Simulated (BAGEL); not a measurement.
# GaSiH4OF (SMILES [F][GaH][O][SiH3]), step by step

Aim: a single-point energy (HF/6-31G*), then a single-point energy (NEVPT2(2,2)/6-31G*), then the energy (CASPT2(2,2)/6-31G*) of GaSiH4OF. 

The calculation is run with BAGEL 1.2.2.

2 further runs of the same task are left out: 2 set aside as unsound or not needed.

## 1. The molecule

The species is GaSiH4OF (8 atoms), meant as a singlet with charge 0. As SMILES, `[F][GaH][O][SiH3]`. The shape is that of a PBE0-D4/def2-TZVP optimisation. This is one conformer, not always the lowest.

Bond lengths: F1–Ga2 1.751 Å, Ga2–O3 1.763 Å, O3–Si4 1.639 Å, Ga2–H5 1.537 Å, Si4–H6 1.485 Å, Si4–H7 1.487 Å, Si4–H8 1.487 Å. Angles: F1–Ga2–O3 113.0°, Ga2–O3–Si4 138.2°, F1–Ga2–H5 121.9°, O3–Ga2–H5 125.1°, O3–Si4–H6 108.0°, O3–Si4–H7 111.0°, O3–Si4–H8 111.0°, H6–Si4–H7 109.1°, H6–Si4–H8 109.1°, H7–Si4–H8 108.7°.

## 2. The energy at HF/6-31G(d) (density fitting with svp-jkfit, spherical functions) (run 1)

Contents of input.json:

```json
{ "bagel": [

{
  "title": "molecule",
  "basis": "6-31gs.json",
  "df_basis": "svp-jkfit",
  "angstrom": true,
  "geometry": [
    { "atom": "F", "xyz": [       0.857108,       1.471995,       1.846197 ] },
    { "atom": "Ga", "xyz": [       1.323908,       1.220195,       0.177497 ] },
    { "atom": "O", "xyz": [       0.322208,       0.024795,      -0.644003 ] },
    { "atom": "Si", "xyz": [      -0.952792,      -0.945805,      -0.299103 ] },
    { "atom": "H", "xyz": [       2.493108,       1.984195,      -0.463103 ] },
    { "atom": "H", "xyz": [      -1.287492,      -1.717205,      -1.523203 ] },
    { "atom": "H", "xyz": [      -0.618592,      -1.894305,       0.796897 ] },
    { "atom": "H", "xyz": [      -2.137300,      -0.143800,       0.108800 ] }
  ]
},

{
  "title": "hf"
},

{
  "title": "print",
  "file": "orbitals.molden",
  "orbitals": true
}

]}
```

The basis set 6-31G* is read from a file made from the Basis Set Exchange's data (not shown).

The run is started by

```
$ BAGEL_NUM_THREADS=1 BAGEL input.json > input.out
```

Output:

```text
* using 1 threads per process

  ===============================================================
  ===============================================================

  *** Geometry ***

  { "atom" : "F", "xyz" : [      1.619699,      2.781667,      3.488807 ] },
  { "atom" : "Ga", "xyz" : [      2.501824,      2.305834,      0.335421 ] },
  { "atom" : "O", "xyz" : [      0.608885,      0.046856,     -1.216989 ] },
  { "atom" : "Si", "xyz" : [     -1.800516,     -1.787312,     -0.565223 ] },
  { "atom" : "H", "xyz" : [      4.711291,      3.749585,     -0.875138 ] },
  { "atom" : "H", "xyz" : [     -2.433007,     -3.245047,     -2.878437 ] },
  { "atom" : "H", "xyz" : [     -1.168969,     -3.579718,      1.505917 ] },
  { "atom" : "H", "xyz" : [     -4.038912,     -0.271743,      0.205602 ] },

  Number of auxiliary basis functions:      620

  Since a DF basis is specified, we compute 2- and 3-index integrals:
    o Being stored without compression. Storage requirement is 0.037 GB

  Number of basis functions:       86
  Number of electrons      :       66

    * METHOD: MOLECULE                             0.46

  *** RHF ***

  === Nuclear Repulsion ===
   350.5435602139

      * DIIS with orbital gradients will be used.

  === RHF iteration (6-31gs.json) ===
      0      -2388.29168749          0.02348262           0.13
      1      -2388.45392890          0.01785774           0.12
      2      -2388.60912364          0.00126206           0.12
      3      -2388.61051041          0.00053482           0.12
      4      -2388.61066764          0.00009769           0.12
      5      -2388.61067650          0.00002046           0.12
      6      -2388.61067694          0.00001110           0.12
      7      -2388.61067703          0.00000318           0.12
      8      -2388.61067704          0.00000123           0.12
      9      -2388.61067704          0.00000040           0.12
     10      -2388.61067704          0.00000019           0.12
     11      -2388.61067704          0.00000007           0.12
     12      -2388.61067704          0.00000003           0.12
     13      -2388.61067704          0.00000001           0.12
     14      -2388.61067704          0.00000001           0.13
    * SCF iteration converged.

    * Permanent dipole moment:
           (   -0.464582,    -0.206520,     0.502824) a.u.

    * METHOD: HF                                   2.15

    * METHOD: PRINT                                0.02

  ===============================================================
```

It took 2.8 s on 1 thread of Arm Neoverse V1, shared host; peak memory 0.17 GiB.

## 3. A single-point energy at NEVPT2(2,2)/6-31G(d) (density fitting with svp-jkfit, spherical functions) (run 2)

Contents of input.json:

```json
{ "bagel": [

{
  "title": "molecule",
  "basis": "6-31gs.json",
  "df_basis": "svp-jkfit",
  "angstrom": true,
  "geometry": [
    { "atom": "F", "xyz": [    0.857108,    1.471995,    1.846197 ] },
    { "atom": "Ga", "xyz": [    1.323908,    1.220195,    0.177497 ] },
    { "atom": "O", "xyz": [    0.322208,    0.024795,   -0.644003 ] },
    { "atom": "Si", "xyz": [   -0.952792,   -0.945805,   -0.299103 ] },
    { "atom": "H", "xyz": [    2.493108,    1.984195,   -0.463103 ] },
    { "atom": "H", "xyz": [   -1.287492,   -1.717205,   -1.523203 ] },
    { "atom": "H", "xyz": [   -0.618592,   -1.894305,    0.796897 ] },
    { "atom": "H", "xyz": [   -2.137300,   -0.143800,    0.108800 ] }
  ]
},
{ "title": "hf", "charge": 0 },
{
  "title": "nevpt2",
  "nstate": 1,
  "nact": 2,
  "nclosed": 32,
  "charge": 0,
  "active": [33, 39],
  "maxiter": 200,
  "natocc": true,
  "ncore": 16
},
{ "title": "print", "file": "orbitals.molden", "orbitals": true }

]}
```

The basis set 6-31G* is read from a file made from the Basis Set Exchange's data (not shown).

The run is started by

```
$ BAGEL_NUM_THREADS=1 BAGEL input.json > input.out
```

Output:

```text
* using 1 threads per process

  ===============================================================
  ===============================================================

  *** Geometry ***

  { "atom" : "F", "xyz" : [      1.619699,      2.781667,      3.488807 ] },
  { "atom" : "Ga", "xyz" : [      2.501824,      2.305834,      0.335421 ] },
  { "atom" : "O", "xyz" : [      0.608885,      0.046856,     -1.216989 ] },
[... 4 lines of this table left out ...]
  { "atom" : "H", "xyz" : [     -4.038912,     -0.271743,      0.205602 ] },

  Number of auxiliary basis functions:      620

  Since a DF basis is specified, we compute 2- and 3-index integrals:
    o Being stored without compression. Storage requirement is 0.037 GB

[... 18 lines left out ...]
    * SCF iteration converged.
[... 1 line left out ...]
    * Permanent dipole moment:
[... 28 lines left out ...]
    * Second-order optimization converged. *

     guess   0:   closed 1.                   open ..

  === FCI iteration ===

      0  0     -2388.61054412     7.23e-02      0.00
      1  0     -2388.62422380     1.66e-03      0.00
      2  0 *   -2388.62423619     3.78e-16      0.00

     * ci vector, state   0, <S^2> = 0.0000
       2.     0.9955427273
       .2    -0.0943116013

  === DF-NEVPT2 calculation ===

    * 3-index integral transformation done
    * assembly done

      NEVPT2 correlation energy:   -0.6532461485      0.20

          (+0)     -0.6307902787
          (+0)'    -0.0024962501
          (+1)     -0.0057829697
          (+1)'    -0.0000000000
          (+2)     -0.0001445297
          (-1)     -0.0099670269
          (-1)'     0.0000000000
          (-2)     -0.0040650935

      NEVPT2 total energy:       -2389.2774823417

    * METHOD: NEVPT2                               7.42

    * METHOD: PRINT                                0.02

  ===============================================================
```

Run time: 11 s. Hardware: 1 thread of Arm Neoverse V1, shared host; peak memory 0.17 GiB.

## 4. A single-point energy at CASPT2(2,2)/6-31G(d) (density fitting with svp-jkfit, spherical functions) (run 3)

Contents of calc.json:

```json
{ "bagel": [

{
  "title": "molecule",
  "basis": "6-31gs.json",
  "df_basis": "svp-jkfit",
  "angstrom": "true",
  "geometry": [
    { "atom": "F", "xyz": [       0.857108,       1.471995,       1.846197 ] },
    { "atom": "Ga", "xyz": [       1.323908,       1.220195,       0.177497 ] },
    { "atom": "O", "xyz": [       0.322208,       0.024795,      -0.644003 ] },
    { "atom": "Si", "xyz": [      -0.952792,      -0.945805,      -0.299103 ] },
    { "atom": "H", "xyz": [       2.493108,       1.984195,      -0.463103 ] },
    { "atom": "H", "xyz": [      -1.287492,      -1.717205,      -1.523203 ] },
    { "atom": "H", "xyz": [      -0.618592,      -1.894305,       0.796897 ] },
    { "atom": "H", "xyz": [      -2.137300,      -0.143800,       0.108800 ] }
  ]
},

{
  "title": "hf"
},

{
  "title": "casscf",
  "nstate": 1,
  "nact": 2,
  "nclosed": 32,
  "active": [33, 39],
  "maxiter": 200,
  "natocc": "true"
},

{
  "title": "print",
  "file": "orbitals.molden",
  "orbitals": "true"
},

{
  "title": "smith",
  "method": "caspt2",
  "ms": "true",
  "xms": "true",
  "sssr": "true",
  "shift": 0.2,
  "shift_imag": "true",
  "ncore": 16
}

]}
```

The basis set 6-31G* is read from a file made from the Basis Set Exchange's data (not shown).

The run is started by

```
$ BAGEL_NUM_THREADS=1 BAGEL calc.json > calc.out
```

Output:

```text
* using 1 threads per process

  ===============================================================
  ===============================================================

  *** Geometry ***

  { "atom" : "F", "xyz" : [      1.619699,      2.781667,      3.488807 ] },
  { "atom" : "Ga", "xyz" : [      2.501824,      2.305834,      0.335421 ] },
  { "atom" : "O", "xyz" : [      0.608885,      0.046856,     -1.216989 ] },
[... 4 lines of this table left out ...]
  { "atom" : "H", "xyz" : [     -4.038912,     -0.271743,      0.205602 ] },

  Number of auxiliary basis functions:      620

  Since a DF basis is specified, we compute 2- and 3-index integrals:
    o Being stored without compression. Storage requirement is 0.037 GB

[... 18 lines left out ...]
    * SCF iteration converged.
[... 1 line left out ...]
    * Permanent dipole moment:
[... 27 lines left out ...]
    * Second-order optimization converged. *
[... 9 lines left out ...]
     * ci vector, state   0, <S^2> = 0.0000
[... 16 lines left out ...]
    * Zeroth order energy : state  0       -1.0058419384
[... 4 lines left out ...]
       #      aibj      arbs      arbi      airj      risj      airs      arst      rist         Etot      error   time
[... 2 lines left out ...]
       0  -0.62978  -0.00509  -0.01021  -0.00663  -0.00023  -0.00220  -0.00000  -0.00000   -0.6541356  0.0010201   0.10
       1  -0.63002  -0.00514  -0.01024  -0.00688  -0.00026  -0.00230   0.00000  -0.00000   -0.6548415  0.0002184   0.09
       2  -0.63004  -0.00514  -0.01025  -0.00689  -0.00026  -0.00229  -0.00000  -0.00000   -0.6548676  0.0000524   0.09
       3  -0.63003  -0.00514  -0.01026  -0.00689  -0.00026  -0.00229   0.00000  -0.00000   -0.6548689  0.0000131   0.09
       4  -0.63003  -0.00514  -0.01026  -0.00689  -0.00026  -0.00229   0.00000  -0.00000   -0.6548690  0.0000029   0.10
       5  -0.63003  -0.00514  -0.01026  -0.00689  -0.00026  -0.00229  -0.00000  -0.00000   -0.6548690  0.0000006   0.10

      ------------------------------------------------------------------------------------------------------------------

    * CASPT2 energy : state  0    -2389.2813447166
        w/o shift correction      -2389.2791052281
        reference weight              0.8553861038

    * METHOD: SMITH                                0.89

  ===============================================================
```

Run time: 11 s. Hardware: 1 thread of Arm Neoverse V1, shared host; peak memory 0.24 GiB.

## 5. Results

```
                               quantity           value
         run 1, HF/6-31G*: total energy  -2388.61068 Eh
        run 1, HF/6-31G*: dipole moment          1.82 D
          run 1, HF/6-31G*: HOMO energy       -12.27 eV
          run 1, HF/6-31G*: LUMO energy         1.53 eV
        run 1, HF/6-31G*: HOMO–LUMO gap        13.80 eV
run 2, NEVPT2(2,2)/6-31G*: total energy  -2389.27748 Eh
run 3, CASPT2(2,2)/6-31G*: total energy  -2389.28134 Eh
```
